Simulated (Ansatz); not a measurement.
# C₂H₆O₂Si: how energies converge with the basis set

How large a basis does C₂H₆O₂Si need? Two functionals are run in growing sets.

Program: Ansatz 0.2.0, Gaussian basis. Level of theory: one geometry, several basis sets. These are calculated values, not measurements.

Plan: PBE0-D4/def2-SVP; ωB97M-V/def2-SVP; PBE0-D4/def2-QZVPP; ωB97M-V/def2-QZVPP; the functionals' def2-TZVPP values are taken from earlier runs.

## 1. Structure used throughout

An earlier PBE0-D4 in a triple-zeta def2 set relaxation fixed the geometry.

SMILES `OC1CO[SiH2]1`, 11 atoms, charge 0, spin multiplicity 1.

Atoms are counted from 1 here; the program's logs count them from 0.

Bond lengths: O1–C2 1.414 Å, O1–H6 0.960 Å, C2–C3 1.543 Å, C2–Si5 1.902 Å, C2–H7 1.096 Å, C3–O4 1.447 Å, C3–H8 1.093 Å, C3–H9 1.093 Å, O4–Si5 1.666 Å, Si5–H10 1.489 Å, Si5–H11 1.488 Å. Angles: C2–O1–H6 108.8°, O1–C2–C3 110.3°, O1–C2–Si5 119.8°, O1–C2–H7 111.5°, C3–C2–Si5 82.1°, C3–C2–H7 112.0°, Si5–C2–H7 117.2°, C2–C3–O4 102.6°, C2–C3–H8 114.1°, C2–C3–H9 110.2°, O4–C3–H8 109.5°, O4–C3–H9 110.6°, H8–C3–H9 109.7°, C3–O4–Si5 93.8°, C2–Si5–O4 81.4°, C2–Si5–H10 119.9°, C2–Si5–H11 116.2°, O4–Si5–H10 113.4° and more.

## 2. PBE0-D4 in def2-SVP

The input, in.yaml:

```yaml
crystal:
  periodic: [false, false, false]
  atoms:
    - {symbol: O, position_ang: [-1.531091, 0.975447, 0.144756]}
    - {symbol: C, position_ang: [-0.167265, 0.634405, 0.293145]}
    - {symbol: C, position_ang: [-0.029740, -0.731369, 0.998057]}
    - {symbol: O, position_ang: [0.702443, -1.514786, 0.026467]}
    - {symbol: Si, position_ang: [0.732164, -0.291271, -1.103274]}
    - {symbol: H, position_ang: [-1.596840, 1.742254, -0.428967]}
    - {symbol: H, position_ang: [0.390090, 1.421903, 0.812360]}
    - {symbol: H, position_ang: [0.532323, -0.694669, 1.934489]}
    - {symbol: H, position_ang: [-1.016782, -1.165576, 1.177108]}
    - {symbol: H, position_ang: [2.108971, 0.117142, -1.496592]}
    - {symbol: H, position_ang: [-0.059072, -0.550479, -2.337050]}
basis:
  gaussian: {orbitals: def2-SVP}
hamiltonian: {xc: pbe0, dispersion: d4}
output: {orbitals: {seedname: orbitals}}
```

Started as:

```bash
> ansatz run in.yaml --threads 4 --pin off --events-out ev --progress --plain --max-ram 10444MiB
```

The runs that follow: ωB97M-V in def2-SVP; PBE0-D4 in def2-QZVPP; ωB97M-V in def2-QZVPP.

**Question.** What will the summary of the whole plan be? Wanted: PBE0-D4: double and triple zeta above quadruple; ωB97M-V: double and triple zeta above quadruple.

**Answer**, as computed:

| quantity | value |
| --- | --- |
| PBE0-D4: double and triple zeta above quadruple | 10.94, 0.63 eV |
| ωB97M-V: double and triple zeta above quadruple | 11.14, 0.60 eV |

**Reading.** PBE0-D4 gains 10.30 eV from double to triple zeta, then 0.63 eV more. These are total energies; as a rule much of such shifts cancels in differences, which this series doesn't test. The LUMO of ωB97M-V is positive and keeps falling with the basis (1.93 to 0.87 eV): an unbound level that the basis holds in place.
